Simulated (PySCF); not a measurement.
# MoS₂⁺: doublet, from a end-on start

The task is one start of a wider search on MoS₂⁺: the doublet, from a end-on start. It is relaxed, tested by its Hessian and followed downhill if it is a saddle.

Computed with PySCF 2.14.0. Level: PBE, basis Mo def2-SVP with ECP28, S def2-SVP, scalar-relativistic core potentials, no spin–orbit coupling, density fitting.

## (1) The system as given

3 atoms, charge 1, spin multiplicity 2.

Bond lengths: Mo1–S2 2.482 Å, S2–S3 2.047 Å. Angles: Mo1–S2–S3 119.9°.

```xyz
3
charge 1 multiplicity 2
Mo    0.0000    0.0000    0.0000
S     0.0000    0.0000    2.4823
S     1.7748    0.0000    3.5023
```

## (2) First SCF at the start

The steps below are one call of a driver around PySCF. For each, scf.py gives the equivalent set-up of the SCF; relaxations use the driver's own optimiser. After this first run the driver tries any further starts and a stability analysis.

Input file scf.py:

```python
from pyscf import gto, scf, dft
mol = gto.M(atom='''
Mo     0.000000     0.000000     0.000000
S      0.000000     0.000000     2.482300
S      1.774800     0.000000     3.502300''',
    basis={'Mo': 'def2-SVP', 'S': 'def2-SVP'},
    ecp={'Mo': 'def2-SVP'},
    charge=1, spin=1)
mf = dft.UKS(mol, xc='PBE')
mf.grids.atom_grid = (50, 194)
aux = {'Mo': 'def2-universal-JKFIT', 'S': 'def2-universal-JKFIT'}
mf = mf.density_fit(auxbasis=aux)
mf.conv_tol = 1e-08
mf.diis_space = 10
mf.max_cycle = 60
mf.init_guess = 'minao'
mf.verbose = 4
mf.kernel()
```

On the command line:

```sh
$ OMP_NUM_THREADS=2 python axn.py task.json out
```

After this run come: End-on start, doublet: relaxation; Frequencies.

**Question.** What will these runs give? Wanted: minimum; geometry; wavenumbers; dipole moment; highest occupied, lowest empty level; polar-tensor charge of Mo1; zero-point energy; ⟨S²⟩.

As calculated:

| quantity | value |
| --- | --- |
| minimum | broken-symmetry (Ms = 1/2), C2v |
| geometry | Mo–S 2.266 Å (×2), S–S 2.058 Å; Mo–S–S 63.0° (×2), S–Mo–S 54.0° |
| wavenumbers (cm⁻¹) | 276 (b2), 362 (a1), 555 (a1) |
| dipole moment (centre of mass) | 2.70 D |
| highest occupied, lowest empty level (either spin) | -10.76, -9.98 eV |
| polar-tensor charge of Mo1 | +0.94 e |
| zero-point energy | 7.1 kJ/mol |
| entropy at 298.15 K | 295.3 J/(mol K) |
| ⟨S²⟩ | 1.775 |

**Reading.** From Cs at the start the molecule goes to a C2v minimum. The determinant is spin-contaminated (⟨S²⟩ = 1.77 against 0.75), so it is no pure spin state. In the infrared the band at 555 cm⁻¹ (a1) leads. Other starts or spin states, not run here, may lie lower. Open d and f shells are described by one determinant, and the ground state may have another occupation or spin.
